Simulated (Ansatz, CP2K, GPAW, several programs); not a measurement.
# LiH from cheap methods to r2SCAN

How much accuracy does each second buy? LiH is computed with 7 methods, from the cheapest up to r2SCAN.

Program: CP2K, GPAW, Ansatz (versions at each run). Level of theory: no spin polarisation, static lattice; gaps from single points on the cell relaxed beforehand with r²SCAN. These are calculated values, not measurements.

## Step 1: Starting point

The structure is cubic, space group Fm-3m (No. 225). The conventional cell has a = 4.006 Å, b = 4.006 Å, c = 4.006 Å, α = 90.00°, β = 90.00°, γ = 90.00°. Around Li (site symmetry m-3m) lie 6 H at 2.00 Å. H (site symmetry m-3m) is surrounded by 6 Li at 2.00 Å.

Coordinates:

```cif
data_structure
_symmetry_space_group_name_H-M 'Fm-3m'
_symmetry_Int_Tables_number 225
_cell_length_a 4.0060
_cell_length_b 4.0060
_cell_length_c 4.0060
_cell_angle_alpha 90.000
_cell_angle_beta 90.000
_cell_angle_gamma 90.000
_cell_volume 64.29
loop_
_atom_site_label
_atom_site_type_symbol
_atom_site_symmetry_multiplicity
_atom_site_Wyckoff_symbol
_atom_site_fract_x
_atom_site_fract_y
_atom_site_fract_z
_atom_site_occupancy
Li1 Li 4 a 0.00000 0.00000 0.00000 1
H1 H 4 b 0.50000 0.00000 0.00000 1
```

The structure type (rocksalt) is imposed and need not be the compound's stable one.

**Question.** The methods are PBE/DZVP, PBE/single-zeta, PBE/SZV, coarse PBE, GLLB-SC, PBE, r2SCAN. What gap does r2SCAN give on this cell, and which other methods (full PBE left aside) come nearest to r2SCAN and farthest in gap, volume and bulk modulus?

| quantity | value |
| --- | --- |
| r2SCAN | gap 3.63 eV, 8.04 Å³/atom, B₀ 36 GPa |
| gap: nearest and farthest of the other methods | coarse PBE (-0.68 eV), GLLB-SC (+2.74 eV) |
| volume: nearest and farthest of the other methods | PBE/SZV (-0.4 %), PBE/DZVP (-2.4 %) |
| bulk modulus: nearest and farthest of the other methods | PBE/DZVP, coarse PBE (about 10 % off); PBE/SZV (+20 %) |

In words: For the gap, of the 5 methods compared (full PBE left aside), coarse PBE comes nearest to r2SCAN and GLLB-SC is farthest. Among the 3 methods compared for the volume (full PBE left aside), PBE/SZV is nearest to r2SCAN and PBE/DZVP farthest. For the bulk modulus (full PBE left aside), PBE/DZVP, coarse PBE tie for nearest to r2SCAN; PBE/SZV is farthest. A minimal basis or a coarse cutoff and mesh shifts results by its own error, so closeness to r2SCAN can be chance. GLLB-SC is compared with its derivative discontinuity added. No volume is given for PBE/single-zeta, which can hide a larger miss. CPU times run from 0.34 s (coarse PBE) to 40 s (PBE/DZVP). On this cell PBE/DZVP, PBE/single-zeta, PBE/SZV, GLLB-SC cost more than r2SCAN itself (1.6 s), so they are no saving here. r2SCAN is a yardstick, not the truth: it usually gives gaps below the measured ones.
